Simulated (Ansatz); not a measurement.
# BFH6O2Si: the cost of one run

Program: Ansatz 0.2.0. Level of theory: RHF/cc-pVDZ. These are calculated values, not measurements.

**1. Starting point**

Bond lengths: B1–F2 1.670 Å, B1–O3 1.410 Å, O3–H4 1.010 Å, B1–O5 1.410 Å, O5–H6 1.010 Å, B1–Si7 2.250 Å, Si7–H8 1.460 Å, Si7–H9 1.460 Å, Si7–H10 1.460 Å, Si7–H11 1.442 Å. Angles (14 of 18 angles, heavy atoms first): F2–B1–O3 120.0°, F2–B1–O5 120.0°, F2–B1–Si7 71.6°, O3–B1–O5 120.0°, O3–B1–Si7 96.8°, O5–B1–Si7 101.3°, B1–O3–H4 109.5°, B1–O5–H6 109.5°, B1–Si7–H8 109.5°, B1–Si7–H9 109.5°, B1–Si7–H10 109.5°, B1–Si7–H11 60.6°, H8–Si7–H9 109.4°, H8–Si7–H10 109.4°.

Structure file:

```xyz
11

B     0.0000    0.0000    0.0000
F     0.0000    0.0000    1.6700
O     1.2211    0.0000   -0.7050
H     1.5209   -0.9519   -0.8599
O    -1.2211    0.0000   -0.7050
H    -1.7308   -0.8467   -0.4965
Si    0.1008    2.1328    0.7095
H     0.6771    2.1737    2.0503
H     0.9351    2.9107   -0.2019
H    -1.2441    2.7001    0.7410
H     0.0504    1.0656    1.6785
```

**2. Pulling towards end A**

Springs on the bonds that form and break draw the guess towards this end; the thresholds are loose.

input.yaml

```yaml
crystal:
  periodic: [false, false, false]
  atoms:
    - { symbol: B, position_ang: [0.0, 0.0, 0.0] }
    - { symbol: F, position_ang: [0.0, 0.0, 1.67] }
    - { symbol: O, position_ang: [1.2211, 0.0, -0.705] }
    - { symbol: H, position_ang: [1.5209, -0.9519, -0.8599] }
    - { symbol: O, position_ang: [-1.2211, 0.0, -0.705] }
    - { symbol: H, position_ang: [-1.7308, -0.8467, -0.4965] }
    - { symbol: Si, position_ang: [0.1008, 2.1328, 0.7095] }
    - { symbol: H, position_ang: [0.6771, 2.1737, 2.0503] }
    - { symbol: H, position_ang: [0.9351, 2.9107, -0.2019] }
    - { symbol: H, position_ang: [-1.2441, 2.7001, 0.741] }
    - { symbol: H, position_ang: [0.0504, 1.0656, 1.6785] }
basis:
  gaussian: { orbitals: cc-pVDZ }
hamiltonian:
  xc: hf
relax:
  f_tol: 0.15
  max_steps: 25
  restrain:
    - { distance: [0, 6], at: 3.15, k: 30.0 }
    - { distance: [10, 1], at: 2.12, k: 30.0 }
    - { distance: [0, 1], at: 1.32, k: 30.0 }
    - { distance: [10, 6], at: 1.46, k: 30.0 }
```

Run with:

```console
ansatz run input.yaml --threads 2 --pin off --max-ram 3072MiB --backend cpu --events-out ev --progress --plain --runs-dir out
```

Q: Estimate wall time and peak memory on 2 threads of Arm Neoverse V2, shared host.

About 18 s, with a peak of 0.2 GiB.
